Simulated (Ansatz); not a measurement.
# NbSi2B6: a trial structure relaxed

Where does this trial cell of NbSi2B6 go when cell and atoms are let free?

Computed with Ansatz 0.2.0 (DFT PBE, scalar-relativistic, plane waves, PAW, unless a step's input says otherwise).

## (1) Starting point

Symmetry: Fm-3m, No. 225, cubic system. Conventional cell: a = 7.041 Å, b = 7.041 Å, c = 7.041 Å, α = 90.00°, β = 90.00°, γ = 90.00°. Around Nb (site symmetry m-3m) lie 6 B at 1.41 Å. Around Si (site symmetry -43m) lie 12 B at 2.51 Å. B (site symmetry 4mm) has 1 Nb at 1.41 Å as nearest neighbours.

As a file:

```cif
data_structure
_symmetry_space_group_name_H-M 'Fm-3m'
_symmetry_Int_Tables_number 225
_cell_length_a 7.0413
_cell_length_b 7.0413
_cell_length_c 7.0413
_cell_angle_alpha 90.000
_cell_angle_beta 90.000
_cell_angle_gamma 90.000
_cell_volume 349.10
loop_
_atom_site_label
_atom_site_type_symbol
_atom_site_symmetry_multiplicity
_atom_site_Wyckoff_symbol
_atom_site_fract_x
_atom_site_fract_y
_atom_site_fract_z
_atom_site_occupancy
Nb1 Nb 4 a 0.00000 0.00000 0.00000 1
Si1 Si 8 c 0.25000 0.75000 0.75000 1
B1 B 24 e 0.20000 0.00000 0.00000 1
```

The cell is invented: species swapped into a database cell of Cs2GeF6 (Fm-3m, No. 225), with Si on the Cs sites, Nb on the Ge sites and B on the F sites. The dimensions are guesses.

## (2) The guess as it stands, on a coarse mesh

input.yaml reads:

```yaml
crystal:
  lattice:
    - [0.0, 3.5206307, 3.5206307]
    - [3.5206307, 0.0, 3.5206307]
    - [3.5206307, 3.5206307, 0.0]
  atoms:
    - { symbol: Nb, position: [0.0, 0.0, 0.0] }
    - { symbol: Si, position: [0.25, 0.25, 0.25] }
    - { symbol: Si, position: [0.75, 0.75, 0.75] }
    - { symbol: B, position: [0.8, 0.2, 0.2] }
    - { symbol: B, position: [0.2, 0.8, 0.2] }
    - { symbol: B, position: [0.2, 0.8, 0.8] }
    - { symbol: B, position: [0.8, 0.2, 0.8] }
    - { symbol: B, position: [0.2, 0.2, 0.8] }
    - { symbol: B, position: [0.8, 0.8, 0.2] }
basis:
  ecutwfc: 420
kpoints:
  mp_grid: { grid: [4, 4, 4] }
hamiltonian:
  xc: pbe
scf:
  occupations: { method: gaussian, width: 0.1 }
  lower_state_search: "off"
output:
  forces: true
  stress: true
  eigenvalues: true
```

Started as:

```bash
> ansatz run input.yaml --threads 1 --pin off --max-ram 2048MiB --backend cpu --events-out ev --progress --plain --runs-dir out
```

Log, cut to the lines that bear on the results:

```text
[...]
SCF converged after 9 iterations
Free energy (F): -6694.271847 eV
[...]
E sigma→0 (E₀):  -6694.269644 eV
Entropy (-TS):   -0.004406 eV (-0.490 meV/atom)
Fermi energy:    12.003099 eV
[...]
--- Forces (eV/Å), atoms counted from 1 ---
  atom   1  Nb     0.00000000     0.00000000     0.00000000
  atom   2  Si    -0.00000000    -0.00000000     0.00000000
  atom   3  Si    -0.00000000    -0.00000000     0.00000000
  atom   4  B     33.23644122    -0.00000000     0.00000000
  atom   5  B      0.00000000    33.23644122    -0.00000000
  atom   6  B    -33.23644122    -0.00000000     0.00000000
  atom   7  B     -0.00000000   -33.23644122     0.00000000
  atom   8  B      0.00000000    -0.00000000    33.23644122
[...]
--- Stress (GPa, compression-positive) ---
      162.805756       0.000000      -0.000000
        0.000000     162.805756       0.000000
       -0.000000       0.000000     162.805756
  P = ⅓ Tr σ = 162.8058 GPa (1628.058 kbar)
--- Band table (eV; the first three rows and the last of 8) ---
  k-point 0: bands = ["-46.2232", "-24.1473", "-24.1473", "-24.1473", "-1.3609", "0.9813", "0.9813", "0.9813", "2.6433", "2.6433", "5.6853", "6.9624", "6.9624", "6.9624", "9.1520", "9.1520", "9.1520", "10.8072", "10.8072", "11.6887", "11.8187", "11.8187", "11.8187", "12.5210", "13.1480", [...]
[...]
```

Run time: 2.4 s. Hardware: 1 thread of Arm Neoverse V1, shared host; peak memory 0.34 GiB.

The probe gives pressure 162.8 GPa, largest force 33.24 eV/Å, gap on this mesh none (metal). A cheap, loose relaxation comes first.

## (3) Rough relaxation on the coarse mesh

input.yaml, as its differences from that of step 2:

```diff
@@ -28 +28,6 @@
   eigenvalues: true
+relax:
+  adjacent_minimum: "off"
+  f_tol: 0.04
+  max_steps: 70
+  cell: { stress_tol: 0.4 }
```

Started as:

```bash
> ansatz run input.yaml --threads 1 --pin off --max-ram 2048MiB --backend cpu --events-out ev --progress --plain --runs-dir out
```

Log:

```text
Warning: RAYON_NUM_THREADS=1 ignored (pool sized by the plan → 1); use --threads N
Engine: ansatz 0.2.0, aarch64-unknown-linux-gnu
Pseudopotentials: kind: paw
Pseudopotential: Nb, paw, valence charge 13, recommended cutoff 420 eV (normal), Nb.paw.azcp
Pseudopotential: Si, paw, valence charge 4, recommended cutoff 420 eV (normal), Si.paw.azcp
Pseudopotential: B, paw, valence charge 3, recommended cutoff 420 eV (normal), B.paw.azcp
Functional definition: PBE
  parameter kappa = 0.804
  parameter beta = 0.06672455060314922
  exchange = pbe_x(kappa = kappa, mu = beta*pi^2/3)
  correlation = pbe_c(beta = beta)
Crystal: 9 atoms, lattice volume = 87.275 Å³
Basis set: ecut = 420 eV, 1687 PW (Γ), exchange–correlation on 72×72×72 points (8 copies of the dense FFT grid, shifted against one another)
Bands: 29, of which v1, the nominal top of the filled ones, is band 20 counted from 1 (19 counted from 0)
Symmetry: 48 space group operations
Space group: Fm-3m (ITA 225), of the structure as read, at distance tolerance 4.4e-5 Å
k-points: 8 of 64
Non-local potential: Nb, projectors of the file, l = 0: 3, l = 1: 2, l = 2: 2, l = 3: 1
Non-local potential: Si, projectors of the file, l = 0: 2, l = 1: 2, l = 2: 2
Non-local potential: B, projectors of the file, l = 0: 2, l = 1: 2, l = 2: 1
PAW form: soft (Blöchl's): semilocal exchange-correlation on the pseudo side does not see the compensation charge
PAW one-centre angular grid: Nb, 590 points (default); XC on 64 Gauss nodes
PAW one-centre angular grid: Si, 110 points (default); XC on 64 Gauss nodes
PAW one-centre angular grid: B, 110 points (default); XC on 64 Gauss nodes
Initial density: superposition of atomic densities (neutral atoms: chi_scale 0, normalization atom), corrected by the library's trained network
Initial wavefunctions: pseudopotential atomic-orbital guess
Functional: x = pbe(κ = 0.804, μ = 0.2195149727645171), c = pbe(β = 0.06672455060314922)
SCF iter   1: F=—  HF=-6696.666906 eV  |F-HF|=—  |Δ(HF+E_count)|=         —  Δρ=7.58e-2  dr2=9.13e0  ethr=1.77e-3  ⟨swp⟩=6.1  Hψ=1183  notcnv=0
preconditioner: auto → Kerker (q_TF=auto, 2.386 Å⁻¹)  [metal: Δε(μ)=0.054 eV  Ē_g=9.046 eV  σ=0.100 eV  W_gap=0.28  n_scr=14 (ndim 8)  ℏωp=22.1 eV  f_vac=0.001  D(μ)=4.63/eV (n_scr^D=58)]
SCF iter   2: F=—  HF=-6694.832202 eV  |F-HF|=—  |Δ(HF+E_count)|=    1.83e0  Δρ=3.95e-2  dr2=2.31e0  ethr=1.77e-3  ⟨swp⟩=2.9  Hψ=461  notcnv=0  defer=22
SCF iter   3: F=—  HF=-6694.268000 eV  |F-HF|=—  |Δ(HF+E_count)|=   5.64e-1  Δρ=6.91e-3  dr2=4.23e-2  ethr=1.77e-3  ⟨swp⟩=2.9  Hψ=444  notcnv=0  defer=22
SCF iter   4: F=—  HF=-6694.270736 eV  |F-HF|=—  |Δ(HF+E_count)|=   2.74e-3  Δρ=2.01e-3  dr2=4.25e-3  ethr=1.08e-4  ⟨swp⟩=2.5  Hψ=396  notcnv=0  defer=20
SCF iter   5: F=—  HF=-6694.271438 eV  |F-HF|=—  |Δ(HF+E_count)|=   7.02e-4  Δρ=7.66e-4  dr2=1.01e-3  ethr=1.09e-5  ⟨swp⟩=2.0  Hψ=348  notcnv=0  defer=20
SCF iter   6: F=—  HF=-6694.271795 eV  |F-HF|=—  |Δ(HF+E_count)|=   3.57e-4  Δρ=2.50e-4  dr2=1.23e-4  ethr=2.60e-6  ⟨swp⟩=2.1  Hψ=266  notcnv=0  defer=20
SCF iter   7: F=—  HF=-6694.271838 eV  |F-HF|=—  |Δ(HF+E_count)|=   4.28e-5  Δρ=5.83e-5  dr2=6.29e-6  ethr=3.14e-7  ⟨swp⟩=2.0  Hψ=280  notcnv=0  defer=20
SCF iter   8: F=—  HF=-6694.271847 eV  |F-HF|=—  |Δ(HF+E_count)|=   8.69e-6  Δρ=1.06e-5  dr2=9.73e-8  ethr=2.56e-10  ⟨swp⟩=11.9  Hψ=1486  notcnv=0
SCF iter   9: F=-6694.271847 eV  HF=-6694.271847 eV  |F-HF|=2.58e-9  |Δ(HF+E_count)|=   9.24e-9  Δρ=1.82e-6  dr2=3.70e-9  ethr=2.50e-10  ⟨swp⟩=3.0  Hψ=882  notcnv=0
SCF 1 converged in 9 iterations: F = -6694.271847 eV  dr2 = 3.70e-9
relax step   1: F+E_penalty+E_count = -6694.27184696 eV  Δ(F+E_penalty+E_count) = +0.000e0 eV  max|allowed force component| = 3.324e1 eV/Å  Δτ_max = 0.0000 Å  P = +162.806 GPa  Ω = 87.275 Å³  (9 SCF iters, dr2 threshold 1.00e-7 eV, accepted)
Crystal: 9 atoms, lattice volume = 83.076 Å³
Basis set: ecut = 420 eV, 1639 PW (Γ), exchange–correlation on 72×72×72 points (8 copies of the dense FFT grid, shifted against one another)
Initial density: handed on by an earlier stage of this run
Initial wavefunctions: those handed on with the density
SCF iter   1: F=—  HF=-6721.728710 eV  |F-HF|=—  |Δ(HF+E_count)|=         —  Δρ=6.72e-2  dr2=6.91e0  ethr=3.10e-3  ⟨swp⟩=8.8  Hψ=1237  notcnv=0
preconditioner: auto → Kerker (q_TF=auto, 2.405 Å⁻¹)  [metal: Δε(μ)=0.094 eV  Ē_g=8.781 eV  σ=0.100 eV  W_gap=0.49  n_scr=14 (ndim 8)  ℏωp=22.7 eV  f_vac=0.000  D(μ)=4.21/eV (n_scr^D=50)]
SCF iter   2: F=—  HF=-6720.314332 eV  |F-HF|=—  |Δ(HF+E_count)|=    1.41e0  Δρ=2.69e-2  dr2=7.38e-1  ethr=3.10e-3  ⟨swp⟩=2.9  Hψ=507  notcnv=0  defer=29
SCF iter   3: F=—  HF=-6720.145947 eV  |F-HF|=—  |Δ(HF+E_count)|=   1.68e-1  Δρ=8.47e-3  dr2=2.35e-2  ethr=1.89e-3  ⟨swp⟩=2.2  Hψ=422  notcnv=0  defer=29
SCF iter   4: F=—  HF=-6720.141376 eV  |F-HF|=—  |Δ(HF+E_count)|=   4.57e-3  Δρ=7.84e-4  dr2=5.52e-4  ethr=6.03e-5  ⟨swp⟩=3.0  Hψ=409  notcnv=0  defer=29
SCF iter   5: F=—  HF=-6720.141309 eV  |F-HF|=—  |Δ(HF+E_count)|=   6.77e-5  Δρ=2.44e-4  dr2=5.30e-5  ethr=1.42e-6  ⟨swp⟩=2.0  Hψ=354  notcnv=0  defer=29
SCF iter   6: F=-6720.141298 eV  HF=-6720.141298 eV  |F-HF|=2.42e-7  |Δ(HF+E_count)|=   1.09e-5  Δρ=2.73e-5  dr2=6.64e-7  ethr=2.31e-9  ⟨swp⟩=10.9  Hψ=1507  notcnv=0
SCF 2 converged in 6 iterations: F = -6720.141298 eV  dr2 = 6.64e-7
relax step   2: F+E_penalty+E_count = -6720.14129760 eV  Δ(F+E_penalty+E_count) = -2.587e1 eV  max|allowed force component| = 1.841e1 eV/Å  Δτ_max = 0.1983 Å  P = +90.648 GPa  Ω = 83.076 Å³  energy of the carried Pulay correction = +6.541e-3 eV  (6 SCF iters, dr2 threshold 9.00e-7 eV, accepted)
Crystal: 9 atoms, lattice volume = 82.025 Å³
SCF iter   1: F=—  HF=-6737.721624 eV  |F-HF|=—  |Δ(HF+E_count)|=         —  Δρ=5.26e-2  dr2=4.98e0  ethr=3.10e-3  ⟨swp⟩=6.8  Hψ=1147  notcnv=0
preconditioner: auto → none  [insulator: Δε(μ)=0.139 eV  Ē_g=8.772 eV  σ=0.100 eV  W_gap=0.62  n_scr=14 (ndim 8)  ℏωp=22.8 eV  f_vac=0.000  D(μ)=2.80/eV (n_scr^D=14)  ε∞_Penn≈7.8]
SCF iter   2: F=—  HF=-6736.724960 eV  |F-HF|=—  |Δ(HF+E_count)|=   9.97e-1  Δρ=1.82e-2  dr2=1.04e-1  ethr=3.10e-3  ⟨swp⟩=3.0  Hψ=488  notcnv=0  defer=18
SCF iter   3: F=—  HF=-6736.715287 eV  |F-HF|=—  |Δ(HF+E_count)|=   9.67e-3  Δρ=8.28e-3  dr2=1.90e-2  ethr=2.68e-4  ⟨swp⟩=2.5  Hψ=411  notcnv=0  defer=18
SCF iter   4: F=—  HF=-6736.716377 eV  |F-HF|=—  |Δ(HF+E_count)|=   1.09e-3  Δρ=3.56e-3  dr2=5.32e-3  ethr=4.87e-5  ⟨swp⟩=1.8  Hψ=275  notcnv=0  defer=18
SCF iter   5: F=—  HF=-6736.715684 eV  |F-HF|=—  |Δ(HF+E_count)|=   6.93e-4  Δρ=7.96e-4  dr2=2.82e-4  ethr=1.36e-5  ⟨swp⟩=2.2  Hψ=360  notcnv=0  defer=18
SCF iter   6: F=—  HF=-6736.715672 eV  |F-HF|=—  |Δ(HF+E_count)|=   1.21e-5  Δρ=9.53e-5  dr2=3.26e-6  ethr=7.24e-7  ⟨swp⟩=2.5  Hψ=344  notcnv=0  defer=18
SCF iter   7: F=-6736.715672 eV  HF=-6736.715672 eV  |F-HF|=1.86e-10  |Δ(HF+E_count)|=   1.41e-8  Δρ=6.54e-6  dr2=1.20e-8  ethr=2.31e-9  ⟨swp⟩=10.6  Hψ=1203  notcnv=0
SCF 3 converged in 7 iterations: F = -6736.715672 eV  dr2 = 1.20e-8
relax step   3: F+E_penalty+E_count = -6736.71567196 eV  Δ(F+E_penalty+E_count) = -1.657e1 eV  max|allowed force component| = 1.160e1 eV/Å  Δτ_max = 0.1985 Å  P = +47.394 GPa  Ω = 82.025 Å³  energy of the carried Pulay correction = +8.228e-3 eV  (7 SCF iters, dr2 threshold 9.00e-7 eV, accepted)
[... 10 lines left out ...]
relax step   4: F+E_penalty+E_count = -6747.44156175 eV  Δ(F+E_penalty+E_count) = -1.073e1 eV  max|allowed force component| = 7.389e0 eV/Å  Δτ_max = 0.1947 Å  P = +19.390 GPa  Ω = 82.119 Å³  energy of the carried Pulay correction = +8.076e-3 eV  (7 SCF iters, dr2 threshold 9.00e-7 eV, accepted)
[... 9 lines left out ...]
relax step   5: F+E_penalty+E_count = -6752.16545003 eV  Δ(F+E_penalty+E_count) = -4.724e0 eV  max|allowed force component| = 3.740e0 eV/Å  Δτ_max = 0.1362 Å  P = -1.579 GPa  Ω = 87.563 Å³  energy of the carried Pulay correction = -4.367e-4 eV  (6 SCF iters, dr2 threshold 9.00e-7 eV, accepted)
[... 10 lines left out ...]
relax step   6: F+E_penalty+E_count = -6751.72295800 eV  Δ(F+E_penalty+E_count) = +4.425e-1 eV  max|allowed force component| = 4.750e0 eV/Å  Δτ_max = 0.1959 Å  P = +41.096 GPa  Ω = 77.164 Å³  energy of the carried Pulay correction = +1.632e-2 eV  (6 SCF iters, dr2 threshold 9.00e-7 eV, rejected (line search))
[... 10 lines left out ...]
relax step   7: F+E_penalty+E_count = -6753.62466942 eV  Δ(F+E_penalty+E_count) = -1.459e0 eV  max|allowed force component| = 1.080e0 eV/Å  Δτ_max = 0.0980 Å  P = +4.859 GPa  Ω = 85.714 Å³  energy of the carried Pulay correction = +2.394e-3 eV  (7 SCF iters, accepted)
[... 11 lines left out ...]
relax step   8: F+E_penalty+E_count = -6753.78609790 eV  Δ(F+E_penalty+E_count) = -1.614e-1 eV  max|allowed force component| = 7.695e-2 eV/Å  Δτ_max = 0.0382 Å  P = +0.470 GPa  Ω = 88.963 Å³  energy of the carried Pulay correction = -2.541e-3 eV  (6 SCF iters, dr2 threshold 9.00e-7 eV, accepted)
[... 8 lines left out ...]
relax step   9: F+E_penalty+E_count = -6753.78654819 eV  Δ(F+E_penalty+E_count) = -4.503e-4 eV  max|allowed force component| = 4.582e-4 eV/Å  Δτ_max = 0.0018 Å  P = +0.076 GPa  Ω = 89.103 Å³  energy of the carried Pulay correction = -2.749e-3 eV  (4 SCF iters, dr2 threshold 5.53e-7 eV, accepted)
Initial wavefunctions: pseudopotential atomic-orbital guess (no wavefunctions were taken with the density)
iter 1 solved again at ethr=4.05e-8 eV; its pass at ethr=3.10e-3 eV (dr2=1.58e-5 eV) is discarded
SCF iter   1: F=—  HF=-6753.789171 eV  |F-HF|=—  |Δ(HF+E_count)|=         —  Δρ=6.16e-5  dr2=6.92e-7  ethr=4.05e-8  ⟨swp⟩=3.4  Hψ=1644  notcnv=0
preconditioner: auto → Kerker (q_TF=auto, 2.377 Å⁻¹)  [metal: Δε(μ)=0.045 eV  Ē_g=8.813 eV  σ=0.100 eV  W_gap=0.24  n_scr=14 (ndim 8)  ℏωp=21.9 eV  f_vac=0.000  D(μ)=6.70/eV (n_scr^D=64)]
SCF iter   2: F=—  HF=-6753.789169 eV  |F-HF|=—  |Δ(HF+E_count)|=   2.48e-6  Δρ=3.35e-5  dr2=2.39e-7  ethr=1.77e-9  ⟨swp⟩=2.0  Hψ=341  notcnv=0
SCF iter   3: F=—  HF=-6753.789170 eV  |F-HF|=—  |Δ(HF+E_count)|=   5.99e-7  Δρ=3.67e-6  dr2=1.15e-8  ethr=6.12e-10  ⟨swp⟩=2.5  Hψ=379  notcnv=0
SCF iter   4: F=-6753.789170 eV  HF=-6753.789170 eV  |F-HF|=1.83e-10  |Δ(HF+E_count)|=  1.72e-10  Δρ=1.28e-6  dr2=1.40e-9  ethr=1.48e-11  ⟨swp⟩=5.4  Hψ=790  notcnv=0
SCF 10 converged in 4 iterations: F = -6753.789170 eV  dr2 = 1.40e-9
relax step  10: F+E_penalty+E_count = -6753.78916962 eV  Δ(F+E_penalty+E_count) = -2.621e-3 eV  max|allowed force component| = 7.855e-4 eV/Å  Δτ_max = 0.0000 Å  P = +0.064 GPa  Ω = 89.103 Å³  stress off target by 6.43e-2 GPa  SCF on the basis re-selected at this cell (its energy is not comparable with the rows above)  (4 SCF iters)
basis re-selected at this cell: Δ(F+E_penalty+E_count) = -2.621e-3 eV, ΔP = -0.012 GPa vs the last step (what re-selecting the basis moved, of the pressure what is left beyond the Pulay correction that the steps carried, after the strain that the cell walked since its last selection, with what the two solves' SCF thresholds leave and, on support functions, any second-order correction that the steps lacked; it is no measure of the basis error at this ecutwfc). This SCF's stress stands 6.43e-2 GPa from its target on what of the cell is left free (relax.cell.stress_tol is 4.00e-1 GPa) and its largest allowed force component is 7.86e-4 eV/Å (relax.f_tol is 4.00e-2 eV/Å): within both
SCF converged after 4 iterations
Free energy (F): -6753.789170 eV
Harris-Foulkes:  -6753.789170 eV  (|F-HF|=1.83e-10)
Internal energy: -6753.755679 eV  (E = F + TS)
E sigma→0 (E₀):  -6753.772424 eV
Entropy (-TS):   -0.033491 eV (-3.721 meV/atom)
Fermi energy:    11.798442 eV
--- Per-component energies (eV) ---
  E_band       = -1.431213
  E_kinetic    = 768.217697
  E_local      = -1130.557892  (includes V_loc(G=0)·N_el)
  E_nonlocal   = 237.761805
  E_hartree    = 393.486698
  E_xc         = -480.193221
  E_vxc        = -537.461375  (∫ρ·V_xc dr)
  E_paw        = -4568.216172  (= ΣΔE_a)
  E_vpaw       = -126.364659  (= ΣTr[D̂ρ^β])
  E_aug_tail   = -0.000001  (compensation charges beyond the density's cutoff)
  E_ewald      = -1974.254593
  E_smearing   = -0.033491  (= −TS)
  E_closure    = -0.000000  (closes the sum)
  Σ components = -6753.789170   (vs F -6753.789170, Δ=0.00e0)
--- Forces (eV/Å), atoms counted from 1 ---
  atom   1  Nb    -0.00000000     0.00000000     0.00000000
  atom   2  Si    -0.00000000    -0.00000000    -0.00000000
  atom   3  Si     0.00000000     0.00000000     0.00000000
  atom   4  B      0.00078555    -0.00000000    -0.00000000
  atom   5  B      0.00000000     0.00078555     0.00000000
  atom   6  B     -0.00078555     0.00000000    -0.00000000
  atom   7  B     -0.00000000    -0.00078555    -0.00000000
  atom   8  B     -0.00000000     0.00000000     0.00078555
  atom   9  B      0.00000000    -0.00000000    -0.00078555
  max |Σ_I F_I| component: 1.85e-17 eV/Å
--- Stress (GPa, compression-positive) ---
        0.064305       0.000000       0.000000
        0.000000       0.064305       0.000000
        0.000000       0.000000       0.064305
  P = ⅓ Tr σ = 0.0643 GPa (0.643 kbar)
--- Band table (eV; the first three rows and the last of 8) ---
  k-point 0: bands = ["-42.3865", "-18.5757", "-18.5757", "-18.5757", "-3.7945", "2.2972", "3.7576", "3.7576", "3.7576", "5.0750", "5.0750", "5.0750", "5.8281", "7.4338", "7.4338", "10.1173", "10.1173", "10.1173", "13.1861", "13.6583", "13.6583", "13.6583", "15.5794", "15.5794", "15.5794", "16.4863", "16.4863", "16.4863", "16.7642"]
  k-point 1: bands = ["-42.3864", "-18.5798", "-18.5762", "-18.5762", "-3.5351", "1.1425", "3.2644", "3.3043", "3.3043", "5.7158", "5.7158", "5.7805", "8.0016", "8.1030", "8.1030", "9.4395", "9.8187", "9.8187", "11.8412", "12.0603", "12.0603", "13.8094", "15.7834", "15.7834", "16.0965", "16.0965", "16.7561", "16.9705", "17.8084"]
  k-point 2: bands = ["-42.3864", "-18.5840", "-18.5768", "-18.5768", "-3.2060", "0.2609", "2.8955", "3.0111", "3.0111", "6.2921", "6.2921", "7.5566", "8.3260", "8.7587", "9.4087", "9.4087", "9.7389", "9.7389", "9.8267", "9.8267", "12.4245", "13.6051", "15.9245", "16.1235", "16.1235", "16.6711", "16.6711", "16.8771", "17.1029"]
  k-point 7: bands = ["-42.3863", "-18.5812", "-18.5812", "-18.5788", "-3.0482", "0.9838", "0.9838", "2.2582", "5.4668", "5.4668", "6.1243", "6.5526", "8.3644", "8.4936", "9.4591", "10.0587", "10.0587", "10.5472", "11.6783", "11.6783", "13.2268", "13.2268", "14.2036", "14.9205", "14.9205", "15.2189", "15.6125", "16.0239", "16.6073"]
--- Relaxed structure (9 steps of the walk, 8 accepted, 1 SCFs on fresh bases) ---
  F+E_penalty+E_count = -6753.78916962 eV   max|allowed force component| = 7.855e-4 eV/Å   (the final SCF, on the basis selected at the relaxed cell)
  cell:  # Å, volume = 89.1029 Å³
    - [-1.2547354719082975e-33, 3.545035286443524, 3.545035286443524]
    - [3.545035286443524, -3.2355611320809443e-33, 3.545035286443524]
    - [3.545035286443524, 3.545035286443524, -1.7445279997626273e-32]
  atoms:
    - { symbol: Nb, position: [4.379830077294103e-19, 4.379830077294079e-19, -4.3798300772941045e-19] }
    - { symbol: Si, position: [0.25, 0.25, 0.25] }
    - { symbol: Si, position: [0.75, 0.75, 0.75] }
    - { symbol: B, position: [0.6775661974521218, 0.32243380254787823, 0.32243380254787823] }
    - { symbol: B, position: [0.32243380254787823, 0.6775661974521218, 0.32243380254787823] }
    - { symbol: B, position: [0.32243380254787846, 0.6775661974521215, 0.6775661974521214] }
    - { symbol: B, position: [0.6775661974521215, 0.32243380254787846, 0.6775661974521214] }
    - { symbol: B, position: [0.32243380254787823, 0.32243380254787823, 0.6775661974521218] }
    - { symbol: B, position: [0.6775661974521215, 0.6775661974521215, 0.32243380254787846] }
```

Run time: 21 s. Hardware: 1 thread of Arm Neoverse V1, shared host; peak memory 0.35 GiB.

The steps of the relaxation:

```csv
step,E - E(step 1) (eV/cell),largest force component (eV/Å),pressure (GPa),volume (Å³)
1,0.0000,33.2364,162.81,87.28
2,-25.8695,18.4094,90.65,83.08
3,-42.4438,11.6001,47.39,82.03
4,-53.1697,7.3886,19.39,82.12
5,-57.8936,3.7402,-1.58,87.56
6,-57.4511,4.7501,41.10,77.16
7,-59.3528,1.0803,4.86,85.71
8,-59.5143,0.0770,0.47,88.96
9,-59.5147,0.0005,0.08,89.10
10,-59.5173,0.0008,0.06,89.10
```

Step 1 is the start. Step 10 repeats the geometry before it on a plane-wave basis chosen anew for that cell, so its energy need not be comparable with the rows above. Step 6 was tried and not accepted.

Lengths and angles in the start's conventional setting:

|  | before | after | change |
| --- | --- | --- | --- |
| a (Å) | 7.041 | 7.090 | +0.7 % |
| b (Å) | 7.041 | 7.090 | +0.7 % |
| c (Å) | 7.041 | 7.090 | +0.7 % |
| volume (Å³/atom) | 9.70 | 9.90 | +2.1 % |
| shortest distance (Å) | 1.408 | 1.780 | +26.4 % |
| space group (0.01 Å) | Fm-3m | Fm-3m | same |

The run keeps the 48 symmetry operations of the start, so it could not have lowered the symmetry.

(Part 1 of 2 ends here.)
